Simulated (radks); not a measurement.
# Tb⁺ in [Xe] 4f9 6p1: an all-electron calculation

What are the levels of the terbium ion Tb+, how large are its shells, and how does its energy divide?

Method: scalar-relativistic Kohn-Sham, r2SCAN, spin-unpolarised, spherical densities, finite nucleus. Code: radks (a radial shooting solver on a logarithmic mesh, Libxc functionals) version 1.

**1. Starting point**

* element: terbium (Z = 65)
* charge: +1
* electrons: 64
* configuration: [Xe] 4f9 6p1
* nuclear rms radius: 5.06 fm

The outer shells:

Tb⁺
```
[Xe] core
4f [↑↓][↑↓][↑ ][↑ ][↑ ][↑ ][↑ ]
6p [↑ ][  ][  ]
```

**2. The run**

Input:

```text
Z 65
configuration [Xe] 4f9 6p1 6s0 5d0
relativity scalar-relativistic
functional r2scan,r2scan
spin unpolarised
nucleus finite rms 5.06 fm
c 137.035999084
```

Launch:

```bash
python run_ks.py task.json out
```

This one command runs every case of the session in turn.

**Question.** What will this run give?

The runs gave:

| quantity | value |
| --- | --- |
| total energy | -11708.8600 hartree |
| exchange-correlation share of it | 2.19 % |
| −T/E | 1.0762 |
| highest occupied level | 6p, -5.932 eV |
| most extended occupied level | 6p, <r> = 4.91 bohr |
| radius at density 0.001 e/bohr³ | 4.67 bohr |
| maxima of the radial density | 4 |

What this shows: 6 principal shells are occupied and 4 maxima appear in the radial density; where shells overlap, one shows as a shoulder or not at all. −T/E is 1.076: with relativity the kinetic term as defined here no longer equals −E. This is not the tabulated ground configuration, so its levels and sizes aren't those of the ground state, and no measured value stands beside it.
